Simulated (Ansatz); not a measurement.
I need a single point from an input written key by key of CH6AlNO, SMILES C[O][AlH][NH2]. Use Ansatz's Python interface. Level of theory: Hartree-Fock, cc-pVDZ basis, multiplicity 1.

The script reads `input.yaml`:
```yaml
crystal:
  periodic: [false, false, false]
  atoms:
    - { symbol: C, position_ang: [-1.3001, 0.2067, -0.9639] }
    - { symbol: O, position_ang: [-0.4966, -0.8632, -0.9309] }
    - { symbol: Al, position_ang: [0.3938, -0.8685, 0.6665] }
    - { symbol: "N", position_ang: [2.1643, 0.0672, 0.8294] }
    - { symbol: H, position_ang: [-1.8864, 0.2337, -1.9624] }
    - { symbol: H, position_ang: [-2.1131, 0.2224, -0.1692] }
    - { symbol: H, position_ang: [-0.7483, 1.2066, -0.9206] }
    - { symbol: H, position_ang: [-0.1471, -1.6107, 1.9386] }
    - { symbol: H, position_ang: [1.9528, 0.8324, 1.5785] }
    - { symbol: H, position_ang: [2.2638, 0.5223, -0.0631] }
basis:
  gaussian: { orbitals: cc-pVDZ }
hamiltonian:
  xc: hf
```

`run_deck.py`
```python
"""Run CH6AlNO from an input written out key by key."""

import ansatz as az


def main() -> None:
    session = az.Session.from_deck("input.yaml")
    report = session.plan(threads=1).execute().report

    for key in ("converged", "free_energy_ev", "reference_energy_ev", "n_frozen", "n_occupied", "n_virtual"):
        print(f"{key:22s} {report[key]}")
    symbols = ["C", "O", "Al", "N", "H", "H", "H", "H", "H", "H"]
    field = report["mean_field"]
    print("<S^2> =", round(abs(field["state"]["spin_squared"]), 4), " all-electron relativity setting:", field["relativity"])
    print("passes:", field["passes"])
    if "symmetry" in field:
        print("occupied orbitals by irrep:", field["symmetry"]["occupied"])


if __name__ == "__main__":
    main()
```

Output of `python run_deck.py`:
```text
converged              True
free_energy_ev         -11227.821612959116
reference_energy_ev    -11227.821612959116
n_frozen               0
n_occupied             [20, 20]
n_virtual              [70, 70]
<S^2> = 0.0  all-electron relativity setting: none
passes: {'evaluations': 11, 'products': 24}
occupied orbitals by irrep: [{'A': 20}, {'A': 20}]
```

Reading the output:
- Total energies depend on the basis set; only differences at equal settings carry meaning.
- The geometry is a force-field or estimated start, not a minimum of this method, and the basis set is short of its limit.
- Timing: 1.7 s on 1 thread of Arm Neoverse N1, on a shared host, peak memory 0.18 GiB.
